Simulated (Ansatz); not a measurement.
# 120-atom supercell of beta-gallia Ga2O3 with displaced atoms, biaxial strain -4.2 %, part 2 of 2

Ansatz 0.2.0, PAW.

## (3) HSE06 single point

in.yaml reads:

```yaml
crystal:
  lattice:
    - [11.761821, 0.000000, 0.000838]
    - [0.000000, 8.757814, 0.000000]
    - [-2.757181, 0.000000, 11.289146]
  atoms:
    - { symbol: Ga, position: [0.391920, 0.157152, 0.097686] }
    - { symbol: Ga, position: [0.423593, 0.168125, 0.593161] }
    - { symbol: Ga, position: [0.400751, 0.496638, 0.100537] }
    - { symbol: Ga, position: [0.402482, 0.502839, 0.586353] }
    - { symbol: Ga, position: [0.399810, 0.840955, 0.117699] }
    - { symbol: Ga, position: [0.402223, 0.821697, 0.595602] }
    - { symbol: Ga, position: [0.164389, 0.180221, 0.159489] }
    - { symbol: Ga, position: [0.157037, 0.164447, 0.663768] }
    - { symbol: Ga, position: [0.137509, 0.493839, 0.146985] }
    - { symbol: Ga, position: [0.153643, 0.507563, 0.662827] }
    - { symbol: Ga, position: [0.136374, 0.816043, 0.141867] }
    - { symbol: Ga, position: [0.166565, 0.821826, 0.664799] }
    - { symbol: Ga, position: [0.076725, 0.009716, 0.409689] }
    - { symbol: Ga, position: [0.094926, 0.988818, 0.892723] }
    - { symbol: Ga, position: [0.109268, 0.341216, 0.400706] }
    - { symbol: Ga, position: [0.085035, 0.311178, 0.880257] }
    - { symbol: Ga, position: [0.076573, 0.676818, 0.402070] }
    - { symbol: Ga, position: [0.091589, 0.679429, 0.894419] }
    - { symbol: Ga, position: [0.923732, 0.993249, 0.106497] }
    - { symbol: Ga, position: [0.902586, 0.002844, 0.607696] }
    - { symbol: Ga, position: [0.910039, 0.327080, 0.119934] }
    - { symbol: Ga, position: [0.911787, 0.364857, 0.628636] }
    - { symbol: Ga, position: [0.890506, 0.676767, 0.119691] }
    - { symbol: Ga, position: [0.896060, 0.648621, 0.614131] }
    - { symbol: Ga, position: [0.658775, 0.996638, 0.168737] }
    - { symbol: Ga, position: [0.669516, 0.000433, 0.673394] }
    - { symbol: Ga, position: [0.655169, 0.320081, 0.145729] }
    - { symbol: Ga, position: [0.656994, 0.344645, 0.655322] }
    - { symbol: Ga, position: [0.664228, 0.650535, 0.153452] }
    - { symbol: Ga, position: [0.645155, 0.654171, 0.657605] }
    - { symbol: Ga, position: [0.342522, 0.003018, 0.342311] }
    - { symbol: Ga, position: [0.336427, 0.978313, 0.835773] }
    - { symbol: Ga, position: [0.336210, 0.353299, 0.348769] }
    - { symbol: Ga, position: [0.340652, 0.321881, 0.852365] }
    - { symbol: Ga, position: [0.342477, 0.683970, 0.339769] }
    - { symbol: Ga, position: [0.342841, 0.667671, 0.846354] }
    - { symbol: Ga, position: [0.580168, 0.159930, 0.394178] }
    - { symbol: Ga, position: [0.583085, 0.204093, 0.877350] }
    - { symbol: Ga, position: [0.582345, 0.502126, 0.376839] }
    - { symbol: Ga, position: [0.597394, 0.521426, 0.883984] }
    - { symbol: Ga, position: [0.598672, 0.835417, 0.395581] }
    - { symbol: Ga, position: [0.577786, 0.798883, 0.897050] }
    - { symbol: Ga, position: [0.850978, 0.171855, 0.357921] }
    - { symbol: Ga, position: [0.839676, 0.160324, 0.837921] }
    - { symbol: Ga, position: [0.842707, 0.497876, 0.321851] }
    - { symbol: Ga, position: [0.844253, 0.496507, 0.847921] }
    - { symbol: Ga, position: [0.843221, 0.816192, 0.351473] }
    - { symbol: Ga, position: [0.854513, 0.816541, 0.849175] }
    - { symbol: O, position: [0.335660, 0.172415, 0.439879] }
    - { symbol: O, position: [0.338120, 0.168094, 0.956030] }
    - { symbol: O, position: [0.335139, 0.517066, 0.431618] }
    - { symbol: O, position: [0.343870, 0.490753, 0.946960] }
    - { symbol: O, position: [0.334852, 0.815356, 0.434024] }
    - { symbol: O, position: [0.316265, 0.842752, 0.953590] }
    - { symbol: O, position: [0.329918, 0.190622, 0.207864] }
    - { symbol: O, position: [0.333701, 0.151707, 0.711689] }
    - { symbol: O, position: [0.317679, 0.494946, 0.210574] }
    - { symbol: O, position: [0.331024, 0.523666, 0.716723] }
    - { symbol: O, position: [0.334610, 0.816049, 0.218834] }
    - { symbol: O, position: [0.329092, 0.841806, 0.707348] }
    - { symbol: O, position: [0.002037, 0.162589, 0.370381] }
    - { symbol: O, position: [0.993723, 0.181337, 0.867321] }
    - { symbol: O, position: [0.997071, 0.516221, 0.360493] }
    - { symbol: O, position: [0.994983, 0.517597, 0.875141] }
    - { symbol: O, position: [0.987244, 0.827401, 0.359385] }
    - { symbol: O, position: [0.007882, 0.836312, 0.865538] }
    - { symbol: O, position: [0.155505, 0.000150, 0.053059] }
    - { symbol: O, position: [0.169819, 0.002298, 0.557210] }
    - { symbol: O, position: [0.168316, 0.351561, 0.049807] }
    - { symbol: O, position: [0.164453, 0.327577, 0.558063] }
    - { symbol: O, position: [0.156305, 0.683832, 0.067253] }
    - { symbol: O, position: [0.183164, 0.662463, 0.555100] }
    - { symbol: O, position: [0.842823, 0.011223, 0.458126] }
    - { symbol: O, position: [0.829855, 0.998274, 0.943209] }
    - { symbol: O, position: [0.828886, 0.327815, 0.421934] }
    - { symbol: O, position: [0.838239, 0.320616, 0.945978] }
    - { symbol: O, position: [0.840336, 0.673265, 0.431901] }
    - { symbol: O, position: [0.842338, 0.685698, 0.937474] }
    - { symbol: O, position: [0.168561, 0.998473, 0.281335] }
    - { symbol: O, position: [0.165524, 0.023483, 0.776571] }
    - { symbol: O, position: [0.163296, 0.309159, 0.282696] }
    - { symbol: O, position: [0.162667, 0.324257, 0.776395] }
    - { symbol: O, position: [0.178418, 0.671915, 0.296745] }
    - { symbol: O, position: [0.171197, 0.662187, 0.769864] }
    - { symbol: O, position: [0.820566, 0.987534, 0.224119] }
    - { symbol: O, position: [0.809435, 0.010949, 0.712311] }
    - { symbol: O, position: [0.820992, 0.314428, 0.230482] }
    - { symbol: O, position: [0.808649, 0.320653, 0.708537] }
    - { symbol: O, position: [0.840296, 0.665403, 0.229942] }
    - { symbol: O, position: [0.818124, 0.663096, 0.719057] }
    - { symbol: O, position: [0.485091, 0.031046, 0.120258] }
    - { symbol: O, position: [0.495685, 0.988276, 0.625932] }
    - { symbol: O, position: [0.481903, 0.332683, 0.127466] }
    - { symbol: O, position: [0.496534, 0.320184, 0.637722] }
    - { symbol: O, position: [0.476355, 0.669635, 0.116529] }
    - { symbol: O, position: [0.492631, 0.654683, 0.636541] }
    - { symbol: O, position: [0.517362, 0.975126, 0.366684] }
    - { symbol: O, position: [0.504378, 0.009820, 0.876230] }
    - { symbol: O, position: [0.502029, 0.336172, 0.370211] }
    - { symbol: O, position: [0.493552, 0.342317, 0.851920] }
    - { symbol: O, position: [0.504661, 0.671975, 0.384298] }
    - { symbol: O, position: [0.529784, 0.671096, 0.874763] }
    - { symbol: O, position: [0.667034, 0.145234, 0.053601] }
    - { symbol: O, position: [0.660065, 0.175644, 0.541526] }
    - { symbol: O, position: [0.659254, 0.489367, 0.043606] }
    - { symbol: O, position: [0.659980, 0.477269, 0.549918] }
    - { symbol: O, position: [0.650393, 0.818719, 0.071591] }
    - { symbol: O, position: [0.662455, 0.823764, 0.562816] }
    - { symbol: O, position: [0.664619, 0.175182, 0.288386] }
    - { symbol: O, position: [0.700270, 0.168788, 0.773683] }
    - { symbol: O, position: [0.678894, 0.493483, 0.320044] }
    - { symbol: O, position: [0.661720, 0.491875, 0.772836] }
    - { symbol: O, position: [0.682008, 0.838626, 0.265591] }
    - { symbol: O, position: [0.665447, 0.831976, 0.796539] }
    - { symbol: O, position: [0.007935, 0.140732, 0.129820] }
    - { symbol: O, position: [0.991507, 0.178948, 0.614422] }
    - { symbol: O, position: [0.004025, 0.536441, 0.118195] }
    - { symbol: O, position: [0.987939, 0.519485, 0.626730] }
    - { symbol: O, position: [0.979948, 0.856843, 0.113931] }
    - { symbol: O, position: [0.996052, 0.830203, 0.637553] }
  symmetry: { detect: false }
kpoints:
  mp_grid: { grid: [1, 1, 1], shift: [0.25, 0.25, 0.25] }
hamiltonian:
  xc: hse06
scf:
  occupations: { method: fermi_dirac, width: 0.01 }
output:
  forces: true
  eigenvalues: true
  populations: true
  eigenstates: { kpoints: [[0.25, 0.25, 0.25]], e_range: [-6.0, 6.0], localisation: true }
```

Log:

```text
Pseudopotentials: kind: paw
Functional definition: HSE06
  parameter a = 0.25
  parameter omega = 0.11/bohr
  exchange = pbe_x - a*pbe_x_sr(omega) + a*exact_x_sr(omega)
  correlation = pbe_c
Crystal: 120 atoms, lattice volume = 1162.891 Å³
Basis set: ecut = 420 eV, 22727 PW (Γ), exchange–correlation on 160×120×160 points (8 copies of the dense FFT grid, shifted against one another)
Bands: 648, of which v1, the nominal top of the filled ones, is band 528 counted from 1 (527 counted from 0)
Symmetry: 1 space group operations
k-points: 1
Non-local potential: Ga, projectors of the file, l = 0: 2, l = 1: 2, l = 2: 3, l = 3: 1
Non-local potential: O, projectors of the file, l = 0: 2, l = 1: 2, l = 2: 1
PAW form: soft (Blöchl's): semilocal exchange-correlation on the pseudo side does not see the compensation charge
PAW frozen core: Ga, regenerated for the run's functional, and the local potential with it (the file was generated under x = pbe(κ = 0.804, μ = 0.2195149727645171), c = pbe(β = 0.06672455060314922))
PAW frozen core: O, regenerated for the run's functional, and the local potential with it (the file was generated under x = pbe(κ = 0.804, μ = 0.2195149727645171), c = pbe(β = 0.06672455060314922))
PAW one-centre angular grid: Ga, 590 points (default); XC on 64 Gauss nodes
PAW one-centre angular grid: O, 110 points (default); XC on 96 Gauss nodes
Initial density: superposition of atomic densities (neutral atoms: chi_scale 0, normalization atom), corrected by the library's trained network
Initial wavefunctions: pseudopotential atomic-orbital guess
Functional: x = pbe(κ = 0.804, μ = 0.2195149727645171), c = pbe(β = 0.06672455060314922), warm-up for x = pbe(κ = 0.804, μ = 0.2195149727645171) + 0.25 (exact − pbe) at short range (hse, ω = 0.20786987370883472 Å⁻¹), c = pbe(β = 0.06672455060314922); HSE06 as pw.x's `hse` composes it (authors' and Libxc's form: `xc: wpbeh`)
SCF iter   1: F=—  HF=-222396.437108 eV  |F-HF|=—  |Δ(HF+E_count)|=         —  Δρ=4.26e-3  dr2=2.04e-1  ethr=1.77e-3  ⟨swp⟩=14.0  Hψ=2965  notcnv=0
preconditioner: auto → none  [insulator: Δε(μ)=2.106 eV  Ē_g=18.236 eV  σ=0.010 eV  W_gap=1.00  n_scr=368 (ndim 8)  ℏωp=35.4 eV  f_vac=0.010  D(μ)=0.00/eV (n_scr^D=0)]
SCF iter   2: F=—  HF=-222396.465807 eV  |F-HF|=—  |Δ(HF+E_count)|=   2.87e-2  Δρ=3.59e-3  dr2=1.61e-1  ethr=1.93e-5  ⟨swp⟩=9.0  Hψ=2116  notcnv=0  defer=12
iter 3 solved again at ethr=9.95e-7 eV; its pass at ethr=1.53e-5 eV (dr2=1.05e-2 eV) is discarded
SCF iter   3: F=—  HF=-222396.434602 eV  |F-HF|=—  |Δ(HF+E_count)|=   3.12e-2  Δρ=1.35e-3  dr2=1.06e-2  ethr=9.95e-7  ⟨swp⟩=8.0  Hψ=3231  notcnv=0  defer=25
SCF iter   4: F=—  HF=-222396.438773 eV  |F-HF|=—  |Δ(HF+E_count)|=   4.17e-3  Δρ=7.22e-4  dr2=5.70e-3  ethr=9.95e-7  ⟨swp⟩=9.0  Hψ=1827  notcnv=0  defer=5
SCF iter   5: F=-222396.438303 eV  HF=-222396.438330 eV  |F-HF|=2.74e-5  |Δ(HF+E_count)|=   4.42e-4  Δρ=1.78e-4  dr2=2.28e-4  ethr=5.40e-7  ⟨swp⟩=9.0  Hψ=1627  notcnv=0  defer=2
SCF 1 stopped early in 5 iterations: F = -222396.438303 eV  dr2 = 2.28e-4
Initial density: handed on by an earlier stage of this run
Initial wavefunctions: those handed on with the density
Functional: x = pbe(κ = 0.804, μ = 0.2195149727645171) + 0.25 (exact − pbe) at short range (hse, ω = 0.20786987370883472 Å⁻¹), c = pbe(β = 0.06672455060314922); HSE06 as pw.x's `hse` composes it (authors' and Libxc's form: `xc: wpbeh`)
Exchange kernel: α = 0.2500, screened, ω = 0.2079 Å⁻¹, Wigner–Seitz truncation, v(0) = 919.8727 eV·Å³, q-mesh 1×1×1, nearest image of the exchange supercell L = 8.76 Å, pair-density grid 60×45×60, without the augmentation charges, whose exchange is taken in its separable form (sized by the pseudopotential files, 80×60×80 at the most), smooth part of the exchange summed in real space on grids 64×48 [...]
Frozen-core exchange: fock
SCF iter   1: F=—  HF=-222416.992219 eV  |F-HF|=—  |Δ(HF+E_count)|=         —  Δρ=1.78e-2  dr2=1.85e0  ethr=2.16e-7  ⟨swp⟩=12.0  Hψ=3487  notcnv=0
preconditioner: auto → none  [insulator: Δε(μ)=3.770 eV  Ē_g=21.450 eV  σ=0.010 eV  W_gap=1.00  n_scr=368 (ndim 8)  ℏωp=35.4 eV  f_vac=0.011  D(μ)=0.00/eV (n_scr^D=0)]
SCF iter   2: F=—  HF=-222416.231086 eV  |F-HF|=—  |Δ(HF+E_count)|=   7.61e-1  Δρ=5.98e-3  dr2=2.46e-1  ethr=2.16e-7  ⟨swp⟩=6.0  Hψ=3190  notcnv=0
SCF iter   3: F=—  HF=-222416.734893 eV  |F-HF|=—  |Δ(HF+E_count)|=   5.04e-1  Δρ=4.66e-3  dr2=1.36e-1  ethr=2.16e-7  ⟨swp⟩=6.0  Hψ=2732  notcnv=0
SCF iter   4: F=—  HF=-222416.707717 eV  |F-HF|=—  |Δ(HF+E_count)|=   2.72e-2  Δρ=1.60e-3  dr2=1.78e-2  ethr=2.16e-7  ⟨swp⟩=5.0  Hψ=2577  notcnv=0
SCF iter   5: F=—  HF=-222416.707798 eV  |F-HF|=—  |Δ(HF+E_count)|=   8.08e-5  Δρ=8.27e-4  dr2=1.11e-2  ethr=2.16e-7  ⟨swp⟩=5.0  Hψ=2220  notcnv=0
SCF iter   6: F=—  HF=-222416.718520 eV  |F-HF|=—  |Δ(HF+E_count)|=   1.07e-2  Δρ=6.52e-4  dr2=4.94e-3  ethr=2.16e-7  ⟨swp⟩=6.0  Hψ=2181  notcnv=0
SCF iter   7: F=-222416.717074 eV  HF=-222416.717241 eV  |F-HF|=1.67e-4  |Δ(HF+E_count)|=   1.28e-3  Δρ=1.19e-4  dr2=2.26e-4  ethr=2.16e-7  ⟨swp⟩=4.0  Hψ=1495  notcnv=0
SCF 2 stopped early in 7 iterations: F = -222416.717074 eV  dr2 = 2.26e-4
  Residual-converged pass: ⟨swp⟩=4.0  Hψ=2212  notcnv=0  max |occ|·‖R‖ = 3.8e-6 eV (tolerance 6.7e-6 eV)  dr2=2.24e-4  dr2_onsite=8.44e-6  max |Δocc| = 0.0e0
hybrid outer 1: dexx = +5.652e-1 eV, tail = 1.91e-3 eV
SCF iter   1: F=—  HF=-222416.702650 eV  |F-HF|=—  |Δ(HF+E_count)|=         —  Δρ=1.07e-4  dr2=1.60e-4  ethr=9.05e-7  ⟨swp⟩=11.0  Hψ=1567  notcnv=0
preconditioner: auto → none  [insulator: Δε(μ)=3.534 eV  Ē_g=21.316 eV  σ=0.010 eV  W_gap=1.00  n_scr=368 (ndim 8)  ℏωp=35.4 eV  f_vac=0.015  D(μ)=0.00/eV (n_scr^D=0)]
SCF iter   2: F=—  HF=-222416.702661 eV  |F-HF|=—  |Δ(HF+E_count)|=   1.14e-5  Δρ=2.96e-5  dr2=1.12e-5  ethr=1.26e-8  ⟨swp⟩=4.0  Hψ=1912  notcnv=0
SCF iter   3: F=—  HF=-222416.702697 eV  |F-HF|=—  |Δ(HF+E_count)|=   3.58e-5  Δρ=3.11e-5  dr2=9.91e-6  ethr=5.32e-10  ⟨swp⟩=8.0  Hψ=2073  notcnv=0  defer=3
SCF iter   4: F=—  HF=-222416.702695 eV  |F-HF|=—  |Δ(HF+E_count)|=   2.45e-6  Δρ=7.59e-6  dr2=3.74e-7  ethr=5.32e-10  ⟨swp⟩=4.0  Hψ=1409  notcnv=0
SCF iter   5: F=—  HF=-222416.702695 eV  |F-HF|=—  |Δ(HF+E_count)|=   5.18e-7  Δρ=4.97e-6  dr2=1.65e-7  ethr=2.93e-11  ⟨swp⟩=8.0  Hψ=1919  notcnv=0  defer=19
SCF iter   6: F=-222416.702695 eV  HF=-222416.702695 eV  |F-HF|=7.36e-9  |Δ(HF+E_count)|=   3.30e-8  Δρ=1.49e-6  dr2=1.44e-8  ethr=1.49e-11  ⟨swp⟩=5.0  Hψ=1462  notcnv=0  defer=14
SCF 3 converged in 6 iterations: F = -222416.702695 eV  dr2 = 1.44e-8
  Residual-converged pass: ⟨swp⟩=2.0  Hψ=1176  notcnv=0  max |occ|·‖R‖ = 4.8e-6 eV (tolerance 6.7e-6 eV)  dr2=1.46e-8  dr2_onsite=3.84e-9  max |Δocc| = 0.0e0
[... from here the SCF cycle lines were not kept, up to the last twenty ...]
hybrid outer 2: dexx = +3.470e-5 eV, tail = 5.97e-7 eV, Δε = 4.81e-3 eV (about 1.03e-4 eV left of the loop's levels), ΔF = 3.52e-2 eV/Å (tail 3.82e-3)
NSCF: frozen V_eff on 1 k-points
hybrid SCF converged: 2 outer / 13 inner (+5 warm-up), last move |dexx| = 3.47e-5 eV, tail = 5.97e-7 eV
Stability not checked: this state was not tested for a lower state beside it, because the functional holds exact exchange (a hybrid, or Hartree-Fock), whose exchange loop this test does not read (fock_operator; see scf.lower_state_search)
Free energy (F): -222416.702690 eV
Harris-Foulkes:  -222416.702690 eV  (|F-HF|=7.36e-9)
Internal energy: -222416.702690 eV  (E = F + TS)
E sigma→0 (E₀):  -222416.702690 eV
Fermi energy:    11.070522 eV
--- Per-component energies (eV) ---
  E_band       = -2598.726097
  E_kinetic    = 18564.061174
  E_local      = -108639.039670  (includes V_loc(G=0)·N_el)
  E_nonlocal   = 24286.734579
  E_hartree    = 49304.751331
  E_xc         = -6932.993598
  E_vxc        = -7647.229634  (∫ρ·V_xc dr)
  E_exx        = -3766.437644  (= α·E_x^exact, valence–valence)
  E_paw        = -105328.931914  (= ΣΔE_a)
  E_vpaw       = -20240.034660  (= ΣTr[D̂ρ^β])
  E_aug_tail   = 0.174407  (compensation charges beyond the density's cutoff)
  E_ewald      = -89908.489629
  E_core_change = 3.468300  (= ΣΔE_core)
  E_smearing   = -0.000000  (= −TS)
  E_closure    = -0.000027  (closes the sum)
  Σ components = -222416.702690   (vs F -222416.702690, Δ=-2.91e-11)
--- Forces (eV/Å), atoms counted from 1 ---
  atom   1  Ga    -2.19963605     7.60323128     0.05525054
  atom   2  Ga    -4.26292832    -5.96164738    -0.92587856
[... 8 atoms left out ...]
  atom  11  Ga    -2.21800539    12.70793549    11.05579465
[... 7 atoms left out ...]
  atom  19  Ga   -21.71598110    24.86932362    -3.54249171
[... 19 atoms left out ...]
  atom  39  Ga   -14.77711799     0.68586087    10.59005245
[... 2 atoms left out ...]
  atom  42  Ga    23.49220133    58.47009968    14.25658920
[... 28 atoms left out ...]
  atom  71  O      5.01859638   -11.35150338   -11.50492284
[... 30 atoms left out ...]
  atom 102  O    -31.93886554   -42.94283496   -12.12807800
[... 8 atoms left out ...]
  atom 111  O     17.54115613     0.93189377   -13.49492573
[... 7 atoms left out ...]
  atom 119  O     14.41817549   -31.84421541     2.59428360
[... 1 atom left out ...]
  max |Σ_I F_I| component: 8.65e-4 eV/Å
--- Band table (eV) ---
  k-point 0: bands = [... 516 lower levels ..., "8.3822", "8.4198", "8.4560", "8.5074", "8.5626", "8.5871", "8.7137", "8.7575", "8.8444", "8.9059", "9.0303", "9.2996", "12.8415", "13.3379", "13.8630", "14.1487", "14.2277", "14.5970", "14.7182", "14.8981", "15.0923", "15.2575", "15.3370", "15.4147", ... 108 higher levels ...]
--- Löwdin populations: 120 sites ---
  site symbol       q [e]
     0     Ga     11.8555
     1     Ga     11.8788
[... 118 atoms left out ...]
  spilling = 0.003742 (of n_electrons = 1056.000000)
```

It took 3.9 min on 1 × data-centre GPU with 4 threads, shared host; peak host memory 5 GiB.

Top filled level 9.300 eV, lowest empty level 12.841 eV: 3.54 eV apart at the single k point (¼, ¼, ¼).

Frontier states and how far they spread:

```
level (eV)  spin  filling  atoms sharing it  main element  its share  largest atom
     -0.59  both     2.00              11.0             O       0.92    O85 (0.21)
     -0.54  both     2.00              11.1             O       0.91   O104 (0.25)
     -0.46  both     2.00              14.2             O       0.93   O104 (0.19)
     -0.39  both     2.00               9.7             O       0.94   O103 (0.21)
     -0.27  both     2.00               7.4             O       0.94   O104 (0.29)
      0.00  both     2.00               3.0             O       0.94    O75 (0.56)
      3.54  both     0.00              36.3             O       0.58   Ga21 (0.11)
      4.04  both     0.00              34.5             O       0.58             –
```

Root-mean-square force by element: Ga 13.18, O 10.33 eV/Å; the largest is 64.61 eV/Å.

Against PBEsol, the force components have a slope of 1.030 and differ by 0.237 eV/Å rms.

## (4) Summary of results

What follows sums up all 2 parts.

| level | time | top filled to lowest empty (eV) | pressure (GPa) | force change (eV/Å rms) |
| --- | --- | --- | --- | --- |
| PBEsol | 35 s (GPU) | 1.97 | 41.30 | 0 |
| HSE06 | 3.9 min (GPU) | 3.54 | - | 0.237 |

At the same k points, PBEsol gives a spacing 1.58 eV smaller than the 3.54 eV of HSE06. The HSE06 single point took about 6.7 times as long as the PBEsol one on the same kind of device. HSE06 forces are 3 % stiffer than those of PBEsol by the slope, and differ by 0.24 eV/Å rms. With one k point the spacing samples only the states that fold onto it, so it can exceed the gap over the zone.
